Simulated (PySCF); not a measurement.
**MoF₃: relaxation and vibrations of the doublet**

The task is one start of a wider search on MoF₃: the doublet, from a trigonal pyramidal start. It is relaxed, tested by its Hessian and followed downhill if it is a saddle.

Method: PBE0, basis Mo def2-TZVP with ECP28, F def2-TZVP, scalar-relativistic core potentials, no spin–orbit coupling, density fitting; program: PySCF 2.14.0.

## 1. The system as given

4 atoms, charge 0, spin multiplicity 2.

Bond lengths: Mo1–F2 2.020 Å, Mo1–F3 2.020 Å, Mo1–F4 2.020 Å. Angles: F2–Mo1–F3 99.8°, F2–Mo1–F4 99.8°, F3–Mo1–F4 99.8°.

Coordinates in bohr (charge 0 multiplicity 2):
```
Mo    0.0000    0.0000    0.0000
F     3.3705    0.0000    1.7920
F    -1.6853    2.9189    1.7920
F    -1.6853   -2.9189    1.7920
```

## 2. The SCF at the typed geometry

The steps below are one call of a driver around PySCF. For each, scf.py gives the equivalent set-up of the SCF; relaxations use the driver's own optimiser. After this first run the driver tries any further starts and a stability analysis.

scf.py

```python
from pyscf import gto, scf, dft
mol = gto.M(atom='''
Mo     0.000000     0.000000     0.000000
F      1.783600     0.000000     0.948300
F     -0.891800     1.544600     0.948300
F     -0.891800    -1.544600     0.948300''',
    basis={'Mo': 'def2-TZVP', 'F': 'def2-TZVP'},
    ecp={'Mo': 'def2-TZVP'},
    charge=0, spin=1)
mf = dft.UKS(mol, xc='PBE0')
mf.grids.atom_grid = (50, 194)
aux = {'Mo': 'def2-universal-JKFIT', 'F': 'def2-universal-JKFIT'}
mf = mf.density_fit(auxbasis=aux)
mf.conv_tol = 1e-08
mf.diis_space = 10
mf.max_cycle = 60
mf.init_guess = 'minao'
mf.verbose = 4
mf.kernel()
```

On the command line:

```bash
OMP_NUM_THREADS=4 python axn.py task.json out
```

The runs that follow: Trigonal pyramidal start, doublet: relaxation; Releasing the symmetry; Is it a minimum? Harmonic modes.

Before running it: what results should come out? Wanted: minimum; geometry; wavenumbers; dipole moment; highest occupied, lowest empty level; polar-tensor charge of Mo1; zero-point energy; atomisation energy; ⟨S²⟩.

**Answer**, as computed:

```
                                          quantity                                                               value
                                           minimum                                      broken-symmetry (Ms = 1/2), Cs
                                          geometry  Mo–F 1.834 Å, Mo–F 1.842 Å (×2); F–Mo–F 115.7°, F–Mo–F 122.1° (×2)
                                wavenumbers (cm⁻¹)         94 (a''), 150 (a'), 160 (a'), 656 (a''), 665 (a'), 714 (a')
                                     dipole moment                                                              0.35 D
highest occupied, lowest empty level (either spin)                                                     -6.82, -3.16 eV
                        polar-tensor charge of Mo1                                                             +2.05 e
                                 zero-point energy                                                         14.6 kJ/mol
                               entropy at 298.15 K                                                     326.9 J/(mol K)
         atomisation energy (no zero-point energy)                                                         1392 kJ/mol
                                              ⟨S²⟩                                                               1.663
```

In words: The trigonal pyramidal start (C3v) ends in a minimum of Cs symmetry. The determinant is spin-contaminated (⟨S²⟩ = 1.66 against 0.75), so it is no pure spin state. The strongest infrared band lies at 656 cm⁻¹ (a'', stretch). The first SCF alone would have been 75 kJ/mol too high. Other starts or spin states, not run here, may lie lower. One determinant may miss the lowest occupation of an open d or f shell.
